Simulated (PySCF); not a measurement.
# [BiH4]−: other functionals and bases at one geometry

The task here is to estimate one member of a computed series from the others.

Computed with PySCF 2.14.0. Level: several levels, as the steps say, no spin–orbit coupling.

1 further run of the same task is left out (for a known fault of the program).

### The system as given

5 atoms, charge -1, spin multiplicity 1.

Bond lengths: Bi1–H2 1.805 Å, Bi1–H3 2.130 Å, Bi1–H4 2.130 Å, Bi1–H5 1.805 Å. Angles: H2–Bi1–H3 84.2°, H2–Bi1–H4 84.2°, H2–Bi1–H5 95.1°, H3–Bi1–H4 162.7°, H3–Bi1–H5 84.2°, H4–Bi1–H5 84.2°.

Geometry (Å):

| atom | x (Å) | y (Å) | z (Å) |
| --- | --- | --- | --- |
| Bi1 | -0.02962 | -0.53275 | -0.00327 |
| H2 | 0.97213 | 0.60253 | 0.97875 |
| H3 | -1.50378 | -0.18349 | 1.49355 |
| H4 | 1.47874 | -0.24301 | -1.47913 |
| H5 | -0.90425 | 0.76256 | -0.90565 |

Formal oxidation states: Bi +3. An earlier session relaxed this geometry at PBE0, Bi def2-SVP with ECP60, H def2-SVP (singlet, point group C2v).

At PBE0 on the finer grid: E = -216.938862 Eh, HOMO 0.56 eV, LUMO 5.10 eV, Mulliken charge on Bi1 +0.19 e, largest force component 0.003 eV/Å. The highest filled level lies above zero; it isn't the detachment energy.

Levels to run: BP86; B3LYP; PBE0, TZVP. Hardware: 2 threads of Arm Neoverse V2, shared host.

Set-up of the first run:

Contents of run.py (the lines that set the calculation):

```python
mol = gto.M(atom='''
Bi    -0.02962    -0.53275    -0.00327
H      0.97213     0.60253     0.97875
H     -1.50378    -0.18349     1.49355
H      1.47874    -0.24301    -1.47913
H     -0.90425     0.76256    -0.90565''',
    basis={'Bi': 'def2-SVP', 'H': 'def2-SVP'},
    ecp={'Bi': 'def2-SVP'},
    charge=-1, spin=0)
mf = dft.RKS(mol, xc='B88,P86')
mf.grids.atom_grid = (75, 302)
mf = mf.density_fit()  # fitting sets: Bi def2-universal-JKFIT, H def2-universal-JKFIT
mf.conv_tol = 1e-08; mf.max_cycle = 55
mf.kernel(dm0)  # dm0: the density of the relaxed state
```

The run is started by

```sh
$ OMP_NUM_THREADS=2 python run.py
```

Steps of the session up to this table: BP86; B3LYP; PBE0, TZVP.

One table of the session follows, with a row left open; its other results are not shown here.

| level | HOMO (eV) | gap (eV) | charge on Bi1 (e) | dipole (D) | largest force component (eV/Å) |
| --- | --- | --- | --- | --- | --- |
| PBE0 (relaxed here) | 0.56 | 4.54 | 0.19 | 2.48 | 0.00 |
| BP86 | 1.43 | 2.85 | 0.16 | 2.43 | 0.41 |
| B3LYP | 0.75 | 4.15 | 0.27 | 2.57 | 0.18 |
| PBE0, TZVP | ? | ? | ? | ? | ? |

Estimate the missing values for PBE0, TZVP.

**Answer.** HOMO (eV): 0.20; gap (eV): 4.40; charge on Bi1 (e): 0.12; dipole (D): 2.62; largest force component (eV/Å): 0.22. In the column «HOMO (eV)» it is the lowest.

The dipole of a charged species depends on the origin, so these sizes hold for this origin alone.

In one basis the HOMO–LUMO gap runs from 2.85 eV (BP86) to 4.54 eV (PBE0). The largest leftover force, 0.41 eV/Å with BP86, stands at a geometry relaxed at another level. Total energies of different levels can't be compared.
